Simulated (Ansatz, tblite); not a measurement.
# The cluster Ga₆S₁₀−: a ladder of methods and basis sets

An exercise on one series of results from a longer session: the logs are not shown, and one member is left open.

Program: Ansatz 0.2.0, Gaussian basis. Level of theory: as each input shows. These are calculated values, not measurements.

Plan: GFN1-xTB, GFN2-xTB, PBE-D4/def2-TZVP, r2SCAN-D4/def2-TZVP, revPBE-D4/def2-TZVP, PBE-D4/def2-SVP, PBE0-D4/def2-SVP, MP2/def2-SVP, RPA/def2-SVP.

7 further runs of the same task are left out: 5 that didn't finish, 2 set aside as unsound or not needed.

**The structure**

The geometry is that of the doublet, from an earlier relaxation (PBE-D4/def2-SVP). At that level it is the lowest of the isomers that a small search found.

16 atoms, charge -1, spin multiplicity 2.

Bond lengths: Ga1–S8 2.424 Å, Ga1–S14 2.448 Å, Ga1–S15 2.271 Å, Ga1–S16 2.230 Å, Ga2–S8 2.230 Å, Ga2–S10 2.211 Å, Ga2–S12 2.239 Å, Ga3–S8 2.540 Å, Ga3–S11 2.445 Å, Ga3–S16 2.375 Å, Ga4–S9 2.244 Å, Ga4–S12 2.264 Å, Ga4–S15 2.248 Å, Ga5–S7 2.315 Å, Ga5–S10 2.589 Å, Ga5–S11 2.463 Å, Ga5–S13 2.115 Å, Ga6–S7 2.232 Å and more. Angles: S8–Ga1–S14 103.2°, S8–Ga1–S15 122.1°, S8–Ga1–S16 92.6°, S14–Ga1–S15 97.5°, S14–Ga1–S16 102.4°, S15–Ga1–S16 134.4°, S8–Ga2–S10 129.6°, S8–Ga2–S12 112.8°, S10–Ga2–S12 115.6°, S8–Ga3–S11 100.7°, S8–Ga3–S16 86.4°, S11–Ga3–S16 99.9°, S9–Ga4–S12 116.3°, S9–Ga4–S15 128.7°, S12–Ga4–S15 114.8°, S7–Ga5–S10 85.8°, S7–Ga5–S11 97.8°, S7–Ga5–S13 141.7° and more.

The ion is computed in the gas phase, without counter-ions or solvent.

PBE0-D4/def2-TZVP was run before; its log isn't repeated, and its numbers join the tables.

The first run:

Tight binding, by tblite at 300 K electronic temperature and without a spin-polarisation term:

```python
tblite.interface.Calculator('GFN1-xTB', numbers, positions, charge=-1, uhf=1).singlepoint()
```

Tight binding, by tblite at 300 K electronic temperature and without a spin-polarisation term:

```python
tblite.interface.Calculator('GFN2-xTB', numbers, positions, charge=-1, uhf=1).singlepoint()
```

start.molden holds the orbitals of an earlier run on this state, given as this run's starting guess.

Contents of in.yaml:

```yaml
crystal:
  periodic: [false, false, false]
  atoms:
    - {symbol: Ga, position_ang: [-1.368677, 2.024291, 0.142198]}
    - {symbol: Ga, position_ang: [0.942923, 0.492420, -1.787730]}
    - {symbol: Ga, position_ang: [-2.991658, -0.210702, -1.095562]}
    - {symbol: Ga, position_ang: [1.762559, 2.244238, 0.568422]}
    - {symbol: Ga, position_ang: [-0.038387, -3.094165, -0.038090]}
    - {symbol: Ga, position_ang: [1.629521, -0.846404, 1.179605]}
    - {symbol: S, position_ang: [1.286227, -2.946505, 1.854466]}
    - {symbol: S, position_ang: [-1.145259, 1.197263, -2.125395]}
    - {symbol: S, position_ang: [2.863216, 0.886920, 1.976886]}
    - {symbol: S, position_ang: [1.673777, -1.487202, -1.129439]}
    - {symbol: S, position_ang: [-1.733997, -1.429641, 0.610944]}
    - {symbol: S, position_ang: [2.406277, 2.176554, -1.600744]}
    - {symbol: S, position_ang: [-1.137558, -4.485528, -1.191463]}
    - {symbol: S, position_ang: [-0.593114, 0.143250, 1.503257]}
    - {symbol: S, position_ang: [0.023420, 3.603236, 0.995432]}
    - {symbol: S, position_ang: [-3.579271, 1.731966, 0.137232]}
basis:
  gaussian: {orbitals: def2-TZVP, fitting: {mean_field: def2-universal-jkfit}, initial_orbitals: start.molden}
total_charge: -1
magnetization: {spin_polarized: true, initial_magnetization: 1}
hamiltonian: {xc: pbe, dispersion: d4}
scf: {omitted_lower_state_checks: [starts]}
output: {forces: true, orbitals: {seedname: orbitals}}
```

Command:

```console
> ansatz run in.yaml --threads 2 --pin off --events-out ev --progress --plain --max-ram 20480MiB --backend cuda --devices 0, --max-vram 18GiB
```

Among the steps run: PBE-D4/def2-TZVP; r2SCAN-D4/def2-TZVP; revPBE-D4/def2-TZVP; PBE-D4/def2-SVP; PBE0-D4/def2-SVP; MP2/def2-SVP; RPA/def2-SVP.

One table of the session follows, with a row left open; its other results are not shown here.

| level | HOMO (eV) | LUMO (eV) | gap (eV) |
| --- | --- | --- | --- |
| PBE-D4/def2-SVP | -1.95 | -1.68 | 0.27 |
| PBE-D4/def2-TZVP | ? | ? | ? |
| revPBE-D4/def2-TZVP | -1.98 | -1.66 | 0.32 |
| r2SCAN-D4/def2-TZVP | -2.15 | -1.67 | 0.48 |
| PBE0-D4/def2-SVP | -2.61 | -1.19 | 1.42 |
| PBE0-D4/def2-TZVP | -2.77 | -1.22 | 1.55 |

Q: Estimate the row for PBE-D4/def2-TZVP from the others.

The run gave: HOMO (eV): -2.08; LUMO (eV): -1.78; gap (eV): 0.30. In the column «HOMO (eV)» it lies between r2SCAN-D4/def2-TZVP (-2.15) and revPBE-D4/def2-TZVP (-1.98).
